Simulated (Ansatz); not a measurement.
# Nb2SnC: the cost of one run

Computed with Ansatz 0.2.0 through its Python package. The levels of theory stand in the script.

## (1) The system

The structure is hexagonal, space group P6_3/mmc (No. 194). Conventional cell: a = 3.283 Å, b = 3.283 Å, c = 13.769 Å, α = 90.00°, β = 90.00°, γ = 120.00°. Nb (site symmetry 3m) is surrounded by 3 C at 2.22 Å. Sn (site symmetry -6m2) is surrounded by 6 Nb at 2.98 Å and 6 Sn at 3.28 Å. C (site symmetry -3m) has 6 Nb at 2.22 Å in its first shell of neighbours.

The script holds or builds the structure itself.

## (2) The script

nb2snc_lattice.py reads:

```python
import ansatz
import numpy as np

def edges_and_angles(cell):
    cell = np.asarray(cell)
    a, b, c = np.linalg.norm(cell, axis=1)
    cosines = cell[1] @ cell[2] / (b * c), cell[0] @ cell[2] / (a * c), cell[0] @ cell[1] / (a * b)
    return (a, b, c, *np.degrees(np.arccos(cosines)))

cell = (
    ansatz.Lattice.of((3.28320707, 0.0, 0.0), (-1.64160353, 2.84334073, 0.0), (0.0, 0.0, 13.76861158))
    .atom('Nb', (1 / 3, 2 / 3, 0.08331571))
    .atom('Nb', (1 / 3, 2 / 3, 0.41668429))
    .atom('Nb', (2 / 3, 1 / 3, 0.58331571))
    .atom('Nb', (2 / 3, 1 / 3, 0.91668429))
    .atom('Sn', (1 / 3, 2 / 3, 0.75))
    .atom('Sn', (2 / 3, 1 / 3, 0.25))
    .atom('C', (0.0, 0.0, 0.0))
    .atom('C', (0.0, 0.0, 0.5))
)

calc = cell.calculation()
calc = calc.basis(550)
calc = calc.kpoints(9, 9, 2, center='gamma').occupations('fermi_dirac')
calc = calc.scf(tolerance=1e-10).relax(cell=True, force_tolerance=0.02)

levels = [('pbesol', 'none'), ('blyp', 'd3bj'), ('r2scan', 'none')]
print('level            a       b       c    alpha   beta  gamma  V/atom  steps')
for name, dispersion in levels:
    seen = []
    run = calc.functional(name, dispersion=dispersion).session().plan()
    res = run.execute(on_event=lambda e: seen.append(e) if e['event'] == 'relax_step' else None)
    cell = res.lattice.cell_ang
    label = name if dispersion == 'none' else f'{name}+{dispersion}'
    print('{:13s} {:7.4f} {:7.4f} {:7.4f} {:6.2f} {:6.2f} {:6.2f}'.format(label, *edges_and_angles(cell)), f'{abs(np.linalg.det(cell)) / len(res.lattice.sites):7.3f} {len(seen):5d}')
```

## (3) What the engine is handed

The engine receives this input (first run):

```yaml
crystal:
  lattice:
    - [3.28320707, 0.0, 0.0]
    - [-1.64160353, 2.84334073, 0.0]
    - [0.0, 0.0, 13.76861158]
  atoms:
    - { symbol: Nb, position: [0.3333333333333333, 0.6666666666666666, 0.08331571] }
    - { symbol: Nb, position: [0.3333333333333333, 0.6666666666666666, 0.41668429] }
    - { symbol: Nb, position: [0.6666666666666666, 0.3333333333333333, 0.58331571] }
    - { symbol: Nb, position: [0.6666666666666666, 0.3333333333333333, 0.91668429] }
    - { symbol: Sn, position: [0.3333333333333333, 0.6666666666666666, 0.75] }
    - { symbol: Sn, position: [0.6666666666666666, 0.3333333333333333, 0.25] }
    - { symbol: C, position: [0.0, 0.0, 0.0] }
    - { symbol: C, position: [0.0, 0.0, 0.5] }
basis:
  ecutwfc: 550.0
kpoints:
  mp_grid:
    grid: [9, 9, 2]
    shift: [0.0, 0.0, 0.0]
hamiltonian:
  xc: pbesol
  dispersion: none
scf:
  convergence:
    dr2_threshold: 1.0e-10
  occupations:
    method: fermi_dirac
relax:
  f_tol: 0.02
  cell: {}
```

## (4) Launch

Launch:

```console
$ python nb2snc_lattice.py
```

Q: Estimate wall time and peak memory on 1 thread of Intel Xeon Platinum 8259CL at 2.50GHz (Skylake/Cascade Lake), shared host.

About 4.2 min, with a peak of 0.97 GiB.
